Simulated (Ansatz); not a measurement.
Consider an atomisation energy of ClFGeH, SMILES [F][GeH][Cl] (Ansatz 0.2.0, Python API).

`clfgeh_tae.py`
```python
# -*- coding: utf-8 -*-
"""Atomisation energy of ClFGeH at the given geometry."""

from collections import Counter

import ansatz as az

BASIS_SET = "def2-SVP"
METHOD = "mp2"


def single_point(molecule, charge=0, unpaired=0):
    calc = (
        molecule.calculation()
        .basis(gaussian=BASIS_SET)
        .correlation(METHOD)
    )
    if charge:
        calc = calc.charge(charge)
    if unpaired:
        calc = calc.spin("collinear", total=unpaired)
    return calc.run(threads=1, backend="cpu").report["free_energy_ev"]

GEOMETRY = """
F     0.52330   -0.65840    1.50900
Ge    0.43050   -0.05690   -0.16770
Cl   -1.35270   -0.85070   -1.16790
H     0.45430    1.50570   -0.19360
"""

clfgeh = az.Crystal.molecule()
for line in GEOMETRY.strip().splitlines():
    symbol, *xyz = line.split()
    clfgeh = clfgeh.atom(symbol, [float(v) for v in xyz])

# Hund ground states
unpaired = {"F": 1, "Ge": 2, "Cl": 1, "H": 1}
counts = Counter(site.symbol for site in clfgeh.cartesian_sites)
atom_energy = {s: single_point(az.Crystal.molecule().atom(s, (0, 0, 0)), 0, unpaired[s]) for s in counts}
whole = single_point(clfgeh, 0, 1)
for s, e in atom_energy.items():
    print(f"{s:2s} x{counts[s]}  {e:14.5f} eV")
print(f"ClFGeH: {whole:.5f} eV")
split = sum(counts[s] * e for s, e in atom_energy.items()) - whole
print(f"atomisation energy (no zero-point term): {96.485332 * split:.1f} kJ/mol, {split / sum(counts.values()):.3f} eV an atom")
```

What does it cost to take this molecule apart into atoms?

1012.0 kJ/mol from the electronic energies, without the zero-point term.

What the script printed:

Output of `python clfgeh_tae.py`:
```text
F  x1     -2705.42218 eV
Ge x1    -56469.87034 eV
Cl x1    -12501.67929 eV
H  x1       -13.58606 eV
ClFGeH: -71701.04600 eV
atomisation energy (no zero-point term): 1012.0 kJ/mol, 2.622 eV an atom
```

Caveats:
- Total energies depend on the basis set; only differences at equal settings carry meaning.
- The geometry is a force-field or estimated start, not a minimum of this method, and the basis set is short of its limit. All parts are taken at fixed geometry, without zero-point energy.
- The species is open-shell (spin multiplicity 2).
- In double-zeta sets correlated atomisation energies come out some 10 to 15 % low.
- Timing: 1.9 s on 1 thread of Arm Neoverse V1, on a shared host, peak memory 0.2 GiB.
